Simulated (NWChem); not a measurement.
# BHOF2 (difluorohydroxyborane) at 6 levels

We compute a comparison of 6 runs (HF/STO-3G, HF/def2-SVPD, PBE0/def2-SVP, SVWN5/def2-SVPD, MP2/STO-3G, CCSD(T)/def2-SVPD) of BHOF2 (difluorohydroxyborane). 

The calculation is run with NWChem 7.3.0.

### 1 Starting point

The species is BHOF2 (5 atoms), meant as a singlet with charge 0. SMILES: `OB(F)F`. The coordinates come from a PBE0-D4/def2-TZVP relaxation.

Bond lengths: O1–B2 1.345 Å, B2–F3 1.317 Å, B2–F4 1.327 Å, O1–H5 0.960 Å. Angles: O1–B2–F3 119.5°, O1–B2–F4 122.2°, F3–B2–F4 118.3°, B2–O1–H5 113.5°.

### 2 Energy and forces at HF/STO-3G (run 1)

Contents of input.xyz:

```xyz
5

O      0.038630     1.000750     0.174310
B      0.105760    -0.342460     0.137210
F      0.731030    -0.986880     1.100700
F     -0.439530    -1.051930    -0.843330
H     -0.435890     1.380520    -0.568880
```

Contents of input.nw:

```
start input
memory total 2200 mb

geometry units angstroms noautosym nocenter noautoz
 load format xyz input.xyz
end

basis "ao basis" spherical bse
 * library STO-3G
end

scf
 thresh 1e-08
 maxiter 80
 noprint "final vectors analysis"
end

task scf gradient
```

Run with:

```console
$ nwchem input.nw > input.out
```

Standard output:

```text
[...]
  functions       =    21
[...]
  wavefunction    = RHF
[...]
         Total SCF energy =   -295.036703379965
      One-electron energy =   -637.988466749625
      Two-electron energy =    230.226156487384
 Nuclear repulsion energy =    112.725606882276
        Time for solution =      1.0s
[...]
                         RHF ENERGY GRADIENTS
    atom               coordinates                        gradient
                 x          y          z           x          y          z
   1 O       0.073000   1.891143   0.329398   -0.014233   0.000925  -0.023449
   2 B       0.199857  -0.647156   0.259289    0.001783   0.019875   0.005146
   3 F       1.381446  -1.864933   2.080021    0.003091  -0.005756   0.004480
   4 F      -0.830591  -1.987859  -1.593663   -0.003906  -0.007840  -0.007330
   5 H      -0.823713   2.608805  -1.075027    0.013265  -0.007204   0.021154
[...]
```

Run time: 1.9 s. Hardware: 1 thread of Intel Xeon Platinum 8259CL at 2.50GHz (Skylake/Cascade Lake), shared host; peak memory 0.099 GiB.

### 3 Energy and gradient at HF/def2-SVPD (run 2)

Contents of work.nw:

```
start work
memory 2200 mb

geometry units angstroms noautosym nocenter noautoz
 O        0.038630       1.000750       0.174310
 B        0.105760      -0.342460       0.137210
 F        0.731030      -0.986880       1.100700
 F       -0.439530      -1.051930      -0.843330
 H       -0.435890       1.380520      -0.568880
end

basis spherical bse
 * library def2-SVPD
end

scf
 thresh 1e-08
 maxiter 80
end

task scf gradient
```

Run with:

```console
$ nwchem work.nw > work.out
```

Standard output:

```text
[...]
  functions       =    97
[...]
  wavefunction    = RHF
[...]
         Total SCF energy =   -298.976109649914
      One-electron energy =   -639.418952392504
      Two-electron energy =    227.717235860315
 Nuclear repulsion energy =    112.725606882276
        Time for solution =     16.2s
[...]
                         RHF ENERGY GRADIENTS
    atom               coordinates                        gradient
                 x          y          z           x          y          z
   1 O       0.073000   1.891143   0.329398    0.010132   0.007570   0.017595
   2 B       0.199857  -0.647156   0.259289   -0.001503  -0.003688  -0.002889
   3 F       1.381446  -1.864933   2.080021    0.004770  -0.003207   0.007539
   4 F      -0.830591  -1.987859  -1.593663   -0.004286  -0.005752  -0.007728
   5 H      -0.823713   2.608805  -1.075027   -0.009113   0.005076  -0.014516
[...]
```

Run time: 25 s. Hardware: 1 thread of Intel Xeon Platinum 8259CL at 2.50GHz (Skylake/Cascade Lake), shared host; peak memory 0.1 GiB.

Runs 3 to 5 aren't shown in full; the table further down has their settings and results.

### 4 A single-point energy at CCSD(T)/def2-SVPD (run 6)

Contents of input.nw:

```
echo
start input
title "BF2HO energy"
memory stack 880 mb heap 220 mb global 1100 mb
geometry units angstrom noautosym nocenter noautoz
  O        0.038630       1.000750       0.174310
  B        0.105760      -0.342460       0.137210
  F        0.731030      -0.986880       1.100700
  F       -0.439530      -1.051930      -0.843330
  H       -0.435890       1.380520      -0.568880
end
basis spherical bse
  * library def2-SVPD
end
scf
  singlet
  rhf
  thresh 1e-08
  maxiter 80
  print medium
end
ccsd
  freeze core 4
  maxiter 60
end
task ccsd(t) energy
```

Run with:

```console
$ nwchem input.nw > input.out
```

Standard output:

```text
[...]
  functions       =    97
[...]
  wavefunction    = RHF
[...]
         Total SCF energy =   -298.976109649914
      One-electron energy =   -639.418952392504
      Two-electron energy =    227.717235860315
 Nuclear repulsion energy =    112.725606882276
        Time for solution =     18.6s
[...]
 Total MP2 energy:           -299.635851133777862
[...]
             energy      energy      error      ampl     ampl      Block
                                                time     time      time
[...]
 Total CCSD energy:           -299.645442457382444
[...]
 Total CCSD+T(CCSD) energy:           -299.662828900614727
[...]
 Total CCSD(T) energy:                -299.660867858661732
[...]
```

Wall time 4.4 min (1 thread of Intel Xeon Platinum 8259CL at 2.50GHz (Skylake/Cascade Lake), shared host); peak memory 0.33 GiB.

### 5 All runs side by side

| run | level | iteration cap | module | energy (Eh) | dipole moment (D) | largest force (eV/Å) | wall time |
| --- | --- | --- | --- | --- | --- | --- | --- |
| 1 | HF/STO-3G | 80 | scf | -295.036703 | 1.57 | 1.411 | 1.9 s |
| 2 | HF/def2-SVPD | 80 | scf | -298.976110 | 2.10 | 1.114 | 25 s |
| 3 | PBE0/def2-SVP | 100 | dft | -300.007498 | 2.10 | 0.212 | 18 s |
| 4 | SVWN5/def2-SVPD | 100 | dft | -298.268609 | 2.01 | 0.785 | 22 s |
| 5 | MP2/STO-3G | 80 | mp2 | -295.150126 | 1.50 | 2.965 | 3.6 s |
| 6 | CCSD(T)/def2-SVPD | 80 | ccsd(t) | -299.660868 | – | – | 4.4 min |

### 6 Summary of results

```
                                          quantity          value
                               run 6: total energy  -299.66087 Eh
        run 6: HOMO energy (Hartree–Fock orbitals)      -15.50 eV
        run 6: LUMO energy (Hartree–Fock orbitals)        1.64 eV
      run 6: HOMO–LUMO gap (Hartree–Fock orbitals)       17.14 eV
run 6: correlation energy (4 core orbitals frozen)     -684.8 mEh
                             run 6: (T) correction     -15.43 mEh
```

What this shows: Over runs 1, 2, 3, 4, 5 the dipole moment (its size) runs from 1.50 D (MP2/STO-3G) to 2.10 D (PBE0/def2-SVP). The two ends differ in method and basis. Over runs 2, 3, 4 the HOMO–LUMO gap runs from 8.41 eV (SVWN5/def2-SVPD) to 17.14 eV (HF/def2-SVPD). Exact exchange widens orbital gaps. Totals of different functionals can't be ranked against each other. In runs 1, 5 the basis is minimal, so the values are rough. All runs together took 5.6 min, the longest 4.4 min.
